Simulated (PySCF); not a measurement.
**Mn²⁺: excitation energies in def2-TZVPPD**

Aim: the excitation energy of manganese from differences of total energies, at each level of theory, and how far each lands from the tabulated value where there is one.

Method: unrestricted determinants in a Gaussian basis, no spin-orbit coupling in the energies. Code: PySCF 2.14.0.

## Step 1: What is computed

```
Element                                   : manganese (Z = 25)
Basis                                     : def2-TZVPPD (6s6p4d2f1g, 67 functions)
Hamiltonian                               : no relativity, point nucleus
State 1                                   : Mn²⁺: [Ar] 3d4 4s1, high-spin 6D determinant (an excited configuration)
State 2                                   : Mn²⁺: [Ar] 3d4 4p1, one real determinant (an excited configuration)
Needed too, but not shown                 : Mn²⁺ [Ar] 3d5 (6S)
Methods                                   : CCSD(T)
Core shells frozen in the correlated runs : valence and next inner shell: [Ne] (for Mn²⁺)
```

Outer shells as boxes (Hund's rule):

Mn2+ [Ar] 3d4 4s1
```
[Ar] core
3d [↑ ][↑ ][↑ ][↑ ][  ]
4s [↑ ]
```

Mn2+ [Ar] 3d4 4p1
```
[Ar] core
3d [↑ ][↑ ][↑ ][↑ ][  ]
4p [↑ ][  ][  ]
```

The runs were made by one driver on top of PySCF. The scripts below sum up each run's settings (the driver also hands on starting orbitals that pick excited configurations, and frozen orbitals as a list rather than a count), and the logs come from the driver's own runs. The driver starts from symmetry-adapted Hartree-Fock orbitals, holds the occupation by maximum overlap and uses a logarithmic radial grid for functionals, so a plain start would take other cycles.

The integrals over 67 functions and the set-up took 0.32 s of CPU time.

## Step 2: Mn²⁺ [Ar] 3d4 4s1, at CCSD(T) (valence and next inner shell)

CCSD(T) (valence and next inner shell):

The input, input.py:

```python
from pyscf import gto, scf, dft, mp, cc
import basis_set_exchange as bse
mol = gto.M(atom="Mn 0 0 0", charge=2, spin=5, symmetry="D2h",
            basis=gto.basis.parse(bse.get_basis("def2-TZVPPD", elements=["Mn"], fmt="nwchem")))
mf = scf.UHF(mol)
mf.irrep_nelec = {'Ag': (5, 3), 'B1g': (1, 0), 'B2g': (1, 0), 'B3g': (1, 0), 'B1u': (2, 2), 'B2u': (2, 2), 'B3u': (2, 2)}
mf.kernel()
mycc = cc.CCSD(mf, frozen=5).run()
mycc.ccsd_t()
```

## Step 3: Mn²⁺ [Ar] 3d4 4p1, at CCSD(T) (valence and next inner shell)

CCSD(T) (valence and next inner shell):

Edit input.py of step 2 so:

```diff
@@ -5,3 +5,3 @@
 mf = scf.UHF(mol)
-mf.irrep_nelec = {'Ag': (5, 3), 'B1g': (1, 0), 'B2g': (1, 0), 'B3g': (1, 0), 'B1u': (2, 2), 'B2u': (2, 2), 'B3u': (2, 2)}
+mf.irrep_nelec = {'Ag': (4, 3), 'B1g': (1, 0), 'B2g': (1, 0), 'B3g': (1, 0), 'B1u': (3, 2), 'B2u': (2, 2), 'B3u': (2, 2)}
 mf.kernel()
```

Before running it: what results should come out?

**Answer**, as computed:

```
                              quantity                                                         value
excitation energy, Mn²⁺ → [Ar] 3d4 4s1    UHF 7.841, CCSD(T) (valence and next inner shell) 8.279 eV
excitation energy, Mn²⁺ → [Ar] 3d4 4p1  UHF 13.262, CCSD(T) (valence and next inner shell) 13.889 eV
```

Each level's miss (mean over 2 differences):

```csv
method,mean absolute miss against CCSD(T) (valence and next inner shell) (eV)
UHF,0.533
MP2 (valence and next inner shell),0.288
SCS-MP2 (valence and next inner shell),0.061
CCSD (valence and next inner shell),0.003
CCSD(T) (valence and next inner shell),0.000
```

**Reading.** For the first difference the methods span 0.713 eV, from UHF (7.841) to MP2 (valence and next inner shell) (8.554). No reference value is at hand in this session. All values hold for this basis alone; no basis-set limit was taken.
